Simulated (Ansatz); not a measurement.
# FH9O3Si3Zr: up Jacob's ladder to CCSD(T)

The task here is to estimate one member of a computed series from the others.

Computed with Ansatz 0.2.0, Gaussian basis. Level: functionals in def2-TZVPP, the program's frozen cores in correlated methods.

Levels to be run: LDA (SPW92), PBE-D4, revPBE-D4, BLYP-D4, r2SCAN-D4, B97M-V, PBE0-D4, B3LYP-D4, r2SCANh-D4, r2SCAN0-D4, HSE06-D4, BHLYP-D4, CAM-B3LYP-D4, LC-ωPBE, ωB97X-V, ωB97M-V, B2PLYP, PBE-QIDH; CCSD(T)/def2-SVP; CCSD(T)/def2-TZVPP; MP2/def2-QZVPP; extrapolation to the limit; RPA on PBE.

## Structure used throughout

The geometry comes from an earlier relaxation with PBE0-D4 in a triple-zeta def2 set; it is a stationary point, not always the lowest conformer. Zr takes the def2 core potential; no spin-orbit term is included.

SMILES `[F][Zr]([O][SiH3])([O][SiH3])[O][SiH3]`, 17 atoms, charge 0, spin multiplicity 1.

Atoms are counted from 1 here; the program's logs count them from 0.

Bond lengths: F1–Zr2 1.913 Å, Zr2–O3 1.935 Å, Zr2–O5 1.935 Å, Zr2–O7 1.935 Å, O3–Si4 1.638 Å, Si4–H9 1.485 Å, Si4–H10 1.486 Å, Si4–H11 1.486 Å, O5–Si6 1.639 Å, Si6–H12 1.486 Å, Si6–H13 1.486 Å, Si6–H14 1.486 Å, O7–Si8 1.639 Å, Si8–H15 1.486 Å, Si8–H16 1.486 Å, Si8–H17 1.486 Å. Angles: F1–Zr2–O3 109.7°, F1–Zr2–O5 109.7°, F1–Zr2–O7 109.7°, O3–Zr2–O5 109.2°, O3–Zr2–O7 109.2°, O5–Zr2–O7 109.3°, Zr2–O3–Si4 177.0°, O3–Si4–H9 109.7°, O3–Si4–H10 109.6°, O3–Si4–H11 109.6°, H9–Si4–H10 109.3°, H9–Si4–H11 109.3°, H10–Si4–H11 109.2°, Zr2–O5–Si6 177.5°, O5–Si6–H12 109.7°, O5–Si6–H13 109.7°, O5–Si6–H14 109.7°, H12–Si6–H13 109.3° and more.

Set-up of the first run:

The input, in.yaml:

```yaml
crystal:
  periodic: [false, false, false]
  atoms:
    - {symbol: F, position_ang: [-0.178641, 2.454812, 1.568081]}
    - {symbol: Zr, position_ang: [-0.063010, 0.845781, 0.540625]}
    - {symbol: O, position_ang: [1.099705, -0.416043, 1.435316]}
    - {symbol: Si, position_ang: [2.069697, -1.539625, 2.128538]}
    - {symbol: O, position_ang: [0.655109, 1.241435, -1.212232]}
    - {symbol: Si, position_ang: [1.260790, 1.505443, -2.711620]}
    - {symbol: O, position_ang: [-1.823587, 0.065423, 0.350499]}
    - {symbol: Si, position_ang: [-3.283900, -0.651146, 0.153746]}
    - {symbol: H, position_ang: [2.620568, -1.008924, 3.401698]}
    - {symbol: H, position_ang: [1.286997, -2.771674, 2.407532]}
    - {symbol: H, position_ang: [3.189089, -1.869409, 1.208429]}
    - {symbol: H, position_ang: [0.228867, 2.154573, -3.560940]}
    - {symbol: H, position_ang: [2.451275, 2.389629, -2.622547]}
    - {symbol: H, position_ang: [1.656628, 0.211353, -3.326041]}
    - {symbol: H, position_ang: [-3.096286, -2.045081, -0.326467]}
    - {symbol: H, position_ang: [-4.082590, 0.106426, -0.844130]}
    - {symbol: H, position_ang: [-4.009815, -0.673273, 1.449712]}
basis:
  gaussian: {orbitals: def2-TZVPP}
hamiltonian: {xc: lda}
output: {orbitals: {seedname: orbitals}}
```

Started as:

```bash
> ansatz run in.yaml --threads 5 --pin off --events-out ev --progress --plain --max-ram 66560MiB --backend cuda --devices 0, --max-vram 37GiB
```

Steps of the session up to this table: LDA; PBE-D4 (GGA); revPBE-D4 (GGA); BLYP-D4 (GGA); r2SCAN-D4 (meta-GGA); B97M-V (meta-GGA); PBE0-D4 (hybrid); B3LYP-D4 (hybrid); r2SCANh-D4 (hybrid); r2SCAN0-D4 (hybrid); HSE06-D4 (hybrid); BHLYP-D4 (hybrid); CAM-B3LYP-D4 (range-separated); LC-ωPBE (range-separated); ωB97X-V (range-separated); ωB97M-V (range-separated); B2PLYP (double hybrid); PBE-QIDH (double hybrid).

One of the session's tables, all rows but one given; the rest of the session is left out.

It belongs to the step «Frontier levels by functional». 

```
  functional  HOMO (eV)  gap (eV)
 LDA (SPW92)      -7.53      5.81
      PBE-D4      -7.43      5.96
   revPBE-D4      -7.39      6.03
     BLYP-D4      -7.34      5.97
   r2SCAN-D4      -7.79      6.65
      B97M-V      -7.91      6.42
     PBE0-D4      -8.86      8.11
    B3LYP-D4      -8.65      7.67
  r2SCANh-D4      -8.32      7.52
  r2SCAN0-D4      -9.11      8.63
    HSE06-D4      -8.46      7.36
    BHLYP-D4          ?         ?
CAM-B3LYP-D4     -10.27     10.25
     LC-ωPBE     -11.61     12.69
     ωB97X-V     -11.28     12.15
     ωB97M-V     -11.15     11.53
```

**Question.** Estimate the row for BHLYP-D4.

Worked estimate for «HOMO (eV)». Against the share of exact exchange, BLYP-D4 (0, -7.34), B3LYP-D4 (0.2, -8.65) give a slope of -6.55 per unit share; at 0.5 the line stands at -10.61.

The run gave: HOMO (eV): -10.24; gap (eV): 10.09. In «HOMO (eV)» the line misses by -0.37.
